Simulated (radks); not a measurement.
# Ru in [Kr] 4d6 5s1 5p1: an all-electron calculation

Aim: the levels, the sizes of the orbitals and the parts of the energy of neutral ruthenium.

Program: radks (a radial shooting solver on a logarithmic mesh, Libxc functionals) version 1. Level of theory: scalar-relativistic Kohn-Sham, exchange-only LDA, spin-polarised, spherical densities, point nucleus; open shells are filled with parallel spins first. These are calculated values, not measurements, unless marked.

### 1 The atom as given

- element: ruthenium (Z = 44)
- charge: 0
- electrons: 44
- configuration: [Kr] 4d6 5s1 5p1

The outer shells:

Ru
```
[Kr] core
4d [↑↓][↑ ][↑ ][↑ ][↑ ]
5s [↑ ]
5p [↑ ][  ][  ]
```

### 2 Self-consistent calculation

Settings of this run:

```text
Z 44
configuration [Kr] 4d6 5s1 5p1 6s0 4f0
relativity scalar-relativistic
functional lda,
spin polarised
nucleus point
c 137.035999084
```

The run is started by

```console
$ python run_ks.py task.json out
```

The same process makes all the runs of this session.

Q: Predict the outcome of this run.

**Answer**, as computed:

```
                        quantity                   value
                    total energy     -4522.16248 hartree
exchange-correlation share of it                  2.76 %
                            −T/E                  1.0345
          highest occupied level        5p up, -2.169 eV
    most extended occupied level  5p up, <r> = 4.27 bohr
 radius at density 0.001 e/bohr³               4.85 bohr
    maxima of the radial density                       4
```

**Reading.** 5 principal shells are occupied and 4 maxima appear in the radial density; where shells overlap, one shows as a shoulder or not at all. Relativity lifts −T/E to 1.034. This is not the tabulated ground configuration, so its levels and sizes aren't those of the ground state, and no measured value stands beside it.
